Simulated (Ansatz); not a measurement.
**Os: squeezing one contact**

An exercise on one series of results from a longer session: the logs are not shown, and one member is left open.

Program: Ansatz 0.2.0. Level of theory: DFT LDA, with the methods named in each step. These are calculated values, not measurements.

2 further runs of the same task are left out: 2 that didn't finish. Runs told in other sessions of the task aren't counted.

### The starting structure

Symmetry: P6_3/mmc, No. 194, hexagonal system. The conventional cell has a = 2.731 Å, b = 2.731 Å, c = 4.424 Å, α = 90.00°, β = 90.00°, γ = 120.00°. Os (site symmetry -6m2) is surrounded by 12 Os at 2.72 to 2.73 Å.

Structure file:

```
CELL_PARAMETERS angstrom
2.73060 0.00000 0.00000
-1.36530 2.36477 0.00000
0.00000 0.00000 4.42357
ATOMIC_POSITIONS crystal
Os 0.33333 0.66667 0.25000
Os 0.66667 0.33333 0.75000
```

Atoms are numbered in the order of the input: Os1, Os2.

The first run:

input.yaml

```yaml
crystal:
  lattice:
    - [2.7305981567, 0.0, 0.0]
    - [-1.3652990784, 2.3647673712, 0.0]
    - [0.0, 0.0, 4.4235690139]
  atoms:
    - { symbol: Os, position: [0.3333333333, 0.6666666667, 0.25] }
    - { symbol: Os, position: [0.6666666667, 0.3333333333, 0.75] }
kpoints:
  mp_grid: { grid: [13, 13, 7] }
scf:
  occupations: { method: fermi_dirac, width: 0.05 }
hamiltonian:
  xc: lda
  pseudopotentials: { kind: paw }
output:
  forces: true
  stress: true
  eigenvalues: true
  populations: true
  write_density: true
  write_potential: true
  elf: true
  volumetric_format: npy
```

Started as:

```console
> ansatz run input.yaml --threads 1 --pin off --max-ram 2048MiB --backend cpu --events-out ev --progress --plain --runs-dir out
```

Among the steps run: Shortest bond scaled by 1, PAW; Shortest bond scaled by 1.1, PAW; Shortest bond scaled by 0.94, PAW; Shortest bond scaled by 0.76, PAW; Shortest bond scaled by 0.64, PAW; Shortest bond scaled by 0.64, PAW (level accurate).

One of the session's tables, all rows but one given; the rest of the session is left out.

```
              method  length (Å)  F from the given length (eV/cell)  force along the bond (eV/Å)  pressure (GPa)  largest force (eV/Å)
                 PAW       1.738                             12.661                       48.893          213.80                49.173
                 PAW       2.064                                  ?                            ?               ?                     ?
                 PAW       2.553                              0.142                        1.782          -12.87                 1.801
                 PAW       2.716                              0.000                        0.000          -17.15                 0.000
                 PAW       2.988                              0.413                       -3.165           -5.29                 3.216
PAW (level accurate)       1.738                                  –                       48.609          213.31                48.895
```

Estimate the missing values for PAW, 2.064.

The run gave: F from the given length (eV/cell): 3.510; force along the bond (eV/Å): 15.601; pressure (GPa): 62.10; largest force (eV/Å): 16.036.

To keep in mind: Warnings in the runs' records: pseudo functional mismatch.
